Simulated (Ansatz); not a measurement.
# BH₇N₂OSi: basis-set convergence

The task here is to estimate one member of a computed series from the others.

Method: one geometry, several basis sets; program: Ansatz 0.2.0, Gaussian basis.

Plan: PBE0-D4/def2-SVP; ωB97M-V/def2-SVP; PBE0-D4/def2-QZVPP; ωB97M-V/def2-QZVPP; the functionals' def2-TZVPP values are taken from earlier runs.

### Structure used throughout

The geometry comes from an earlier relaxation with PBE0-D4 in a triple-zeta def2 set; it is a stationary point, not always the lowest conformer.

SMILES `N[SiH2]B(N)O`, 12 atoms, charge 0, spin multiplicity 1.

Atoms are counted from 1 here; the program's logs count them from 0.

Bond lengths: N1–Si2 1.736 Å, N1–H6 1.009 Å, N1–H7 1.009 Å, Si2–B3 2.030 Å, Si2–H8 1.503 Å, Si2–H9 1.492 Å, B3–N4 1.399 Å, B3–O5 1.375 Å, N4–H10 1.007 Å, N4–H11 1.005 Å, O5–H12 0.957 Å. Angles: Si2–N1–H6 118.7°, Si2–N1–H7 117.8°, H6–N1–H7 109.7°, N1–Si2–B3 107.6°, N1–Si2–H8 115.0°, N1–Si2–H9 106.0°, B3–Si2–H8 110.6°, B3–Si2–H9 112.7°, H8–Si2–H9 104.9°, Si2–B3–N4 117.2°, Si2–B3–O5 124.9°, N4–B3–O5 117.8°, B3–N4–H10 123.1°, B3–N4–H11 121.8°, H10–N4–H11 115.1°, B3–O5–H12 113.4°.

Geometry (Å):

```
N    -1.9269    0.0682   -0.1758
Si   -0.6107    0.0237    0.9559
B     1.1146   -0.0237   -0.1126
N     1.0378   -0.4814   -1.4322
O     2.3454    0.3650    0.3619
H    -2.8583   -0.1281    0.1575
H    -1.9547    0.8313   -0.8353
H    -0.5876    1.1517    1.9496
H    -0.8149   -1.2063    1.7755
H     1.8398   -0.5515   -2.0379
H     0.1745   -0.8076   -1.8295
H     2.3178    0.7036    1.2569
```

Set-up of the first run:

File in.yaml:

```yaml
crystal:
  periodic: [false, false, false]
  atoms:
    - {symbol: N, position_ang: [-1.926884, 0.068208, -0.175817]}
    - {symbol: Si, position_ang: [-0.610667, 0.023682, 0.955873]}
    - {symbol: B, position_ang: [1.114564, -0.023670, -0.112566]}
    - {symbol: N, position_ang: [1.037759, -0.481430, -1.432202]}
    - {symbol: O, position_ang: [2.345431, 0.365000, 0.361852]}
    - {symbol: H, position_ang: [-2.858280, -0.128107, 0.157482]}
    - {symbol: H, position_ang: [-1.954691, 0.831335, -0.835315]}
    - {symbol: H, position_ang: [-0.587586, 1.151745, 1.949564]}
    - {symbol: H, position_ang: [-0.814856, -1.206309, 1.775537]}
    - {symbol: H, position_ang: [1.839786, -0.551502, -2.037852]}
    - {symbol: H, position_ang: [0.174478, -0.807638, -1.829474]}
    - {symbol: H, position_ang: [2.317847, 0.703586, 1.256920]}
basis:
  gaussian: {orbitals: def2-SVP}
hamiltonian: {xc: pbe0, dispersion: d4}
output: {orbitals: {seedname: orbitals}}
```

The run is started by

```
$ ansatz run in.yaml --threads 4 --pin off --events-out ev --progress --plain --max-ram 10444MiB
```

Steps of the session up to this table: PBE0-D4 in def2-SVP; ωB97M-V in def2-SVP; PBE0-D4 in def2-QZVPP; ωB97M-V in def2-QZVPP.

One of the session's tables, all rows but one given; the rest of the session is left out.

It belongs to the step «Functionals by basis». 

| functional | basis | HOMO (eV) | LUMO (eV) |
| --- | --- | --- | --- |
| PBE0-D4 | def2-SVP | -6.90 | 0.44 |
| PBE0-D4 | def2-TZVPP | -7.15 | -0.02 |
| PBE0-D4 | def2-QZVPP | ? | ? |
| ωB97M-V | def2-SVP | -9.15 | 2.35 |
| ωB97M-V | def2-TZVPP | -9.43 | 1.64 |
| ωB97M-V | def2-QZVPP | -9.47 | 1.29 |

**Question.** Estimate the row for PBE0-D4, def2-QZVPP.

**Answer.** HOMO (eV): -7.20; LUMO (eV): -0.16. In the column «HOMO (eV)» it lies between ωB97M-V, def2-SVP (-9.15) and PBE0-D4, def2-TZVPP (-7.15).
